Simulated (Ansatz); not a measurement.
# CH₈SiSn: how energies converge with the basis set

The task here is to estimate one member of a computed series from the others.

Computed with Ansatz 0.2.0, Gaussian basis. Level: one geometry, several basis sets.

Levels to be run: PBE0-D4/def2-SVP; ωB97M-V/def2-SVP; PBE0-D4/def2-QZVPP; ωB97M-V/def2-QZVPP; the functionals' def2-TZVPP values are taken from earlier runs.

## The relaxed structure

All runs share one geometry, relaxed beforehand with PBE0-D4 in a triple-zeta def2 set. Sn takes the def2 core potential; no spin-orbit term is included.

11 atoms, charge 0, spin multiplicity 1.

Atoms are counted from 1 here; the program's logs count them from 0.

Bond lengths: C1–Sn2 2.145 Å, C1–H4 1.090 Å, C1–H5 1.090 Å, C1–H6 1.090 Å, Sn2–Si3 2.564 Å, Sn2–H7 1.713 Å, Sn2–H8 1.713 Å, Si3–H9 1.488 Å, Si3–H10 1.487 Å, Si3–H11 1.488 Å. Angles: Sn2–C1–H4 109.8°, Sn2–C1–H5 109.9°, Sn2–C1–H6 109.9°, H4–C1–H5 109.1°, H4–C1–H6 109.1°, H5–C1–H6 109.1°, C1–Sn2–Si3 110.9°, C1–Sn2–H7 109.0°, C1–Sn2–H8 109.0°, Si3–Sn2–H7 110.1°, Si3–Sn2–H8 110.1°, H7–Sn2–H8 107.6°, Sn2–Si3–H9 110.2°, Sn2–Si3–H10 111.1°, Sn2–Si3–H11 110.2°, H9–Si3–H10 108.5°, H9–Si3–H11 108.2°, H10–Si3–H11 108.5°.

Set-up of the first run:

The input, in.yaml:

```yaml
crystal:
  periodic: [false, false, false]
  atoms:
    - {symbol: C, position_ang: [-1.289466, 1.393698, -0.373222]}
    - {symbol: Sn, position_ang: [-0.119374, -0.334682, -0.869715]}
    - {symbol: Si, position_ang: [1.343349, -1.047415, 1.112112]}
    - {symbol: H, position_ang: [-1.901061, 1.683172, -1.227784]}
    - {symbol: H, position_ang: [-1.940908, 1.170814, 0.471644]}
    - {symbol: H, position_ang: [-0.633464, 2.222603, -0.107832]}
    - {symbol: H, position_ang: [-1.170727, -1.611101, -1.315730]}
    - {symbol: H, position_ang: [0.861995, 0.026379, -2.226236]}
    - {symbol: H, position_ang: [0.492664, -1.368080, 2.290281]}
    - {symbol: H, position_ang: [2.154657, -2.247783, 0.775847]}
    - {symbol: H, position_ang: [2.267638, 0.055492, 1.491436]}
basis:
  gaussian: {orbitals: def2-SVP}
hamiltonian: {xc: pbe0, dispersion: d4}
output: {orbitals: {seedname: orbitals}}
```

Steps of the session up to this table: PBE0-D4 in def2-SVP; ωB97M-V in def2-SVP; PBE0-D4 in def2-QZVPP; ωB97M-V in def2-QZVPP.

One table of the session follows, with a row left open; its other results are not shown here.

It belongs to the step «Density functionals: the series». 

| functional | basis | HOMO (eV) | LUMO (eV) |
| --- | --- | --- | --- |
| PBE0-D4 | def2-SVP | -7.72 | 0.28 |
| PBE0-D4 | def2-TZVPP | -7.72 | -0.04 |
| PBE0-D4 | def2-QZVPP | -7.72 | -0.16 |
| ωB97M-V | def2-SVP | -9.69 | 1.99 |
| ωB97M-V | def2-TZVPP | ? | ? |
| ωB97M-V | def2-QZVPP | -9.72 | 1.07 |

Q: Estimate the row for ωB97M-V, def2-TZVPP from the others.

As computed: HOMO (eV): -9.72; LUMO (eV): 1.38.
